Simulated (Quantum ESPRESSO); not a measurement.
# WS in Quantum ESPRESSO: the effect of functional

WS:

```
W S
1.0
     3.44485    0.00000    0.00000
     0.00000    3.44485    0.00000
     0.00000    0.00000    3.44485
W S
1 1
Direct
  0.50000 0.50000 0.50000
  0.00000 0.00000 0.00000
```

The cell was built by a generator and needn't be a form met in nature.

Alike in all runs:

```yaml
Program: Quantum ESPRESSO 7.5
Task: phonons
Cutoff: 762 eV
Density_cutoff: 6095 eV
k_mesh: 6 × 6 × 6, shifted
Occupations: fermi-dirac, width 0.05 eV
Spin: no spin polarisation
```

Each run relaxes the cell or the atoms first.

```csv
functional,potentials or basis,relaxed volume (Å³/atom),highest phonon frequency (cm⁻¹)
LDA,GBRV 1.5 LDA,13.02,220
PBEsol,GBRV 1.5 PBEsol,13.21,216
WC,GBRV 1.5 PBE,?,?
AM05,GBRV 1.5 PBE,13.11,222
PW91,GBRV 1.5 PBE,13.70,189
vdW-DF-cx,GBRV 1.5 PBE,13.34,216
```

Task: What does the run with functional WC give?

Result: Relaxed volume 13.34 Å³/atom; highest phonon frequency 209 cm⁻¹.

Caveats: the mesh is thin for the phonons of a metal; the volume moved by over 15 % at a fixed basis, so the end points are rough; the potentials were made for another functional, which shifts forces and pressure (some runs).

Runs at the PBE level aren't shown here.
